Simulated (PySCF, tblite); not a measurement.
# C4H9F3Si2: geometry, infrared bands, NMR shifts, electronic excitations and core binding energies

What infrared bands, NMR shifts, electronic excitations and core binding energies should C4H9F3Si2 (`C[Si@H]1C[Si@@H](C(F)(F)F)C1`) show?

Computed with tblite 0.8.0 and PySCF 2.14.0, with density-fitted response routines of our own, on a single molecule in the gas phase. Atoms count from 0, in the outputs and in this text.

## 1. The starting structure

18 atoms, charge 0, multiplicity 1; geometry from: force field or distance geometry start.

Bonds of the start (Å): C0–Si1 1.82, Si1–C2 1.90, C2–Si3 1.90, Si3–C4 1.82, C4–F5 1.36, C4–F6 1.34, C4–F7 1.36, Si3–C8 1.92, C8–Si1 1.91, C0–H9 1.11, C0–H10 1.10, C0–H11 1.09, Si1–H12 1.46, C2–H13 1.09, C2–H14 1.10, Si3–H15 1.47, C8–H16 1.09, C8–H17 1.09.

## 2. Geometry optimisation with GFN2-xTB

The job: settings as JSON, then the geometry in Å.

```
{"job": {"kind": "relax", "xc": "GFN2-xTB", "basis": "xTB"}, "charge": 0, "multiplicity": 1}
C     -2.655900    -0.676000     0.236100
Si    -1.279700     0.007000    -0.745800
C     -0.268000     1.272100     0.250200
Si     1.270400     0.468100    -0.531300
C      2.639300     0.293700     0.653100
F      3.622200    -0.499400     0.158900
F      2.237400    -0.246300     1.817100
F      3.209800     1.498100     0.943900
C      0.240900    -1.140300    -0.694400
H     -3.460800     0.068600     0.378200
H     -3.117000    -1.543000    -0.257100
H     -2.347900    -0.997400     1.235000
H     -1.636100     0.461500    -2.091600
H     -0.332200     1.153200     1.327800
H     -0.435100     2.326900    -0.033100
H      1.591900     1.051600    -1.844600
H      0.289400    -1.780000     0.186500
H      0.422700    -1.711900    -1.607100
```

Launch:

```bash
> OMP_NUM_THREADS=1 python probes_run.py task.json out
```

One launch serves the whole session: the jobs run in the order shown.

**Question.** This job is followed by: GFN2-xTB harmonic vibrations, gas phase; PBE0-D3(BJ)/def2-SVP geometry optimisation, gas phase; GIAO PBE0/pcSseg-1 NMR shielding, non-relativistic, gas phase; TDDFT B3LYP/def2-SVPD, vertical, gas phase, core orbitals frozen in the response; GIAO B97-2/pcSseg-1 NMR shielding, non-relativistic, gas phase; delta-SCF UKS SCAN, pcX-2 on the ionised atom, pcseg-1 elsewhere, spin-free X2C. Predict these results of the whole session: strongest single infrared mode (GFN2-xTB); zero-point energy (GFN2-xTB); point group; rotational constants (main isotopes); ¹³C shifts against TMS (PBE0/pcSseg-1, means over atoms taken as alike); ¹H shifts against TMS (PBE0/pcSseg-1, means over atoms taken as alike); ²⁹Si shifts against TMS (PBE0/pcSseg-1); ¹⁹F shifts against CFCl3 (PBE0/pcSseg-1, means over atoms taken as alike); lowest singlet (B3LYP/def2-SVPD); brightest single state of those computed; lowest triplet; vertical ionisation energy (ΔSCF); C1s binding energies, SCAN/pcX-2; Si1s binding energies, SCAN/pcX-2; Si2p binding energies, SCAN/pcX-2; F1s binding energies, SCAN/pcX-2; range of the shift of C4.

As calculated:

| quantity | value |
| --- | --- |
| strongest single infrared mode (GFN2-xTB) | 2214 cm⁻¹, 393 km/mol |
| zero-point energy (GFN2-xTB) | 75.2 kcal/mol |
| point group | Cs |
| rotational constants (main isotopes) | 1.93, 0.79, 0.73 GHz |
| ¹³C shifts against TMS (PBE0/pcSseg-1, means over atoms taken as alike) | 135.9, -1.4, -4.6 ppm |
| ¹H shifts against TMS (PBE0/pcSseg-1, means over atoms taken as alike) | 5.14, 5.12, 0.58, 0.58, 0.38 ppm |
| ²⁹Si shifts against TMS (PBE0/pcSseg-1) | -3.0, -11.6 ppm |
| ¹⁹F shifts against CFCl3 (PBE0/pcSseg-1, means over atoms taken as alike) | -77.7 ppm |
| lowest singlet (B3LYP/def2-SVPD) | 6.47 eV (192 nm), f = 0.000 |
| brightest single state of those computed | state 6, 7.51 eV, f = 0.195 |
| lowest triplet | 6.27 eV |
| vertical ionisation energy (ΔSCF) | 9.64 eV |
| C1s binding energies, SCAN/pcX-2 | C4 297.09, C0 290.20, C2 289.69 eV |
| Si1s binding energies, SCAN/pcX-2 | Si3 1846.64, Si1 1846.28 eV |
| Si2p binding energies, SCAN/pcX-2 | Si3 107.07, Si1 106.68 eV |
| F1s binding energies, SCAN/pcX-2 | F5 693.48 eV |
| range of the shift of C4 | 134.2 to 135.9 ppm |

Relaxing lowered the energy by 0.549 eV in 95 steps; the close pair that moved most is Si3–C4, from 1.819 to 1.947 Å (GFN2-xTB). No mode is imaginary among the 48: a minimum at this level. The strongest single mode, at 2214 cm⁻¹, moves mainly H12. Unscaled tight-binding wavenumbers are off by several per cent, some by more. Its intensities can rank the bands wrongly. Over 5 steps the energy fell by 0.298 eV; of the close pairs, C2–Si3 changed most, 1.948 to 1.888 Å (PBE0/def2-SVP). At PBE0/pcSseg-1: The largest span, 173 ppm, is at F5, F6, F7, where the paramagnetic term is -220 ppm. The lowest singlet, at 6.47 eV, is HOMO→LUMO 0.99 and is dark; of the 10 states computed, the strongest absorption comes from state 6 at 7.51 eV. The lowest triplet lies 0.20 eV below the lowest singlet (triplets in Tamm-Dancoff, singlets in full TDDFT). ΔSCF puts the ionisation energy at 9.64 eV, 1.92 eV above −ε(HOMO). The C1s levels kept as sound span 7.40 eV, from C2 (sp3 CH2 bonded to 2 Si) up to C4 (CF3 carbon). Si3 (silicon bonded to 3 C, H, in a 4-membered ring) binds its Si1s electron 0.36 eV more tightly than Si1 (silicon bonded to 3 C, H, in a 4-membered ring). Si3 (silicon bonded to 3 C, H, in a 4-membered ring) binds its Si2p electron 0.39 eV more tightly than Si1 (silicon bonded to 3 C, H, in a 4-membered ring). Across the 2 runs the shift of C4 moves most, between 134.2 (B97-2/pcSseg-1) and 135.9 ppm (PBE0/pcSseg-1). Part of that comes from the computed reference.
